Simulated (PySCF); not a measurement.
# InCl2(NCO): geometry, NMR shifts and electronic excitations

What NMR shifts and electronic excitations should InCl2(NCO) (`O=C=[N][In]([Cl])[Cl]`) show?

Programs: PySCF 2.14.0, with density-fitted response routines of our own. Each step states its level of theory. These are calculated values for one molecule in the gas phase, unless marked as measured. Atoms are numbered from 0 throughout.

### Step 1. The starting structure

6 atoms, charge 0, multiplicity 1; geometry from: GFN2-xTB.

Bonds of the start (Å): In0–Cl1 2.29, In0–Cl2 2.27, In0–N3 2.03, N3–C4 1.20, C4–O5 1.16.

### Step 2. Optimising the geometry at PBE0-D3(BJ)/def2-SVP

Job settings and geometry (Å):

```
{"job": {"xc": "PBE0", "basis": "def2-SVP", "d3": "d3bj", "grid": 1, "maxiter": 40, "kind": "geom"}, "charge": 0, "multiplicity": 1}
In     0.447610     1.114850     0.093970
Cl     2.703670     0.777560     0.233510
Cl    -0.618160     3.118960     0.175460
N     -0.772100    -0.492270    -0.136410
C     -0.807230    -1.686790    -0.162510
O     -0.953790    -2.832310    -0.204030
```

Launch:

```bash
> OMP_NUM_THREADS=1 python probes_run.py task.json out
```

One launch serves the whole session: the jobs run in the order shown.

**Question.** This job is followed by: GIAO PBE0/pcSseg-1 In:def2-TZVP NMR shielding, non-relativistic, gas phase; TDDFT wB97X-D/def2-SVPD, vertical, gas phase, core orbitals frozen in the response; GIAO KT2/pcSseg-1 In:def2-TZVP NMR shielding, non-relativistic, gas phase. What will the session give for the following? point group; rotational constants (main isotopes); 13C shifts against TMS (PBE0/def2-TZVP+pcSseg-1); 35Cl shifts against HCl (PBE0/def2-TZVP+pcSseg-1, means over atoms taken as alike); 15N shifts against NH3 (PBE0/def2-TZVP+pcSseg-1); 17O shifts against H2O (PBE0/def2-TZVP+pcSseg-1); surface potential, 1st and 99th percentile; lowest singlet (wB97X-D/def2-SVPD); brightest single state of those computed; lowest triplet; vertical electron affinity (ΔSCF); range of the shift of Cl1.

**Answer**, as computed:

| quantity | value |
| --- | --- |
| point group | Cs |
| rotational constants (main isotopes) | 1.89, 0.93, 0.62 GHz |
| 13C shifts against TMS (PBE0/def2-TZVP+pcSseg-1) | 134.5 ppm |
| 35Cl shifts against HCl (PBE0/def2-TZVP+pcSseg-1, means over atoms taken as alike) | 29 ppm |
| 15N shifts against NH3 (PBE0/def2-TZVP+pcSseg-1) | 55.4 ppm |
| 17O shifts against H2O (PBE0/def2-TZVP+pcSseg-1) | 152.0 ppm |
| surface potential, 1st and 99th percentile | -0.96 V and 4.00 V |
| lowest singlet (wB97X-D/def2-SVPD) | 5.22 eV (238 nm), f = 0.000 |
| brightest single state of those computed | state 8, 6.46 eV, f = 0.182 |
| lowest triplet | 4.88 eV |
| vertical electron affinity (ΔSCF) | 1.31 eV |
| range of the shift of Cl1 | 29 to 95 ppm |

**Reading.** The optimisation took 9 steps and gained 0.058 eV; among the close pairs (by a distance rule), In0–Cl2 changed most, from 2.271 to 2.309 Å. At PBE0/def2-TZVP+pcSseg-1: The largest span, 348 ppm, is at C4, where the paramagnetic term is -210 ppm. By nearest atom (PBE0/def2-TZVP+pcSseg-1), the HOMO sits on N3 54 %; O5 33 % and the LUMO on In0 49 %; Cl1, Cl2 about 18 % each. The first singlet state (HOMO→LUMO 0.89) lies at 5.22 eV and is dark; of the 10 states computed, the strongest absorption comes from state 8 at 6.46 eV. The lowest triplet lies 0.34 eV below the lowest singlet (triplets in Tamm-Dancoff, singlets in full TDDFT). Spin-orbit coupling, left out, mixes singlets and triplets in elements this heavy. In ppm, Cl1 (with its like atoms) moves most: its shift spreads over 66 ppm, from 29 (PBE0/def2-TZVP+pcSseg-1) to 95 (KT2/def2-TZVP+pcSseg-1). Spin-orbit coupling is left out, which matters for shieldings and couplings at and beside the heavy atoms.
